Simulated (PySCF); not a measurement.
# ClH6Pb3: the cost of one run

Programs: PySCF 2.14.0, with routines of our own; each step states its level. All values are computed. Atoms count from 0.

## 1. The starting structure

10 atoms, charge 0, multiplicity 2; geometry from: GFN2-xTB.

## 2. EPR parameters: PBE/cc-pVDZ Pb:x2c-SVPall-s (basis cc-pVDZ with x2c-SVPall-s), spin–orbit

The job: settings as JSON, then the geometry in Å.

```
{"job": {"kind": "hepr", "xc": "PBE", "basis": {"default": "cc-pVDZ", "Pb": "x2c-SVPall-s"}, "rel": "so"}, "charge": 0, "multiplicity": 2}
Cl     3.716203    -0.724017     1.514792
Pb     2.904092    -0.081537    -0.811578
Pb     0.199443    -1.193640     0.043675
Pb    -1.888023     0.866460     0.418039
H      2.634392     1.694514    -0.437723
H     -0.454083    -2.341245    -1.169859
H      0.106683    -2.215910     1.495420
H     -3.421405     0.430287    -0.379126
H     -1.508885     2.478901    -0.200837
H     -2.279536     1.090842     2.133434
```

With the program's defaults for keys left out, this is: PBE/cc-pVDZ Pb:x2c-SVPall-s EPR parameters from three collinear SCF solutions, X2C with spin-orbit coupling, screened-nuclear two-electron part, Gaussian nuclei, gas phase.

Launch:

```console
$ OMP_NUM_THREADS=1 python heavy_run.py task.json out
```

One launch serves the whole session: the jobs run in the order shown.

Q: Estimate the wall time and peak memory of this first job on 1 thread of Intel Xeon at 2.50GHz, shared host.

About 13 min, with a peak of 1.8 GiB.
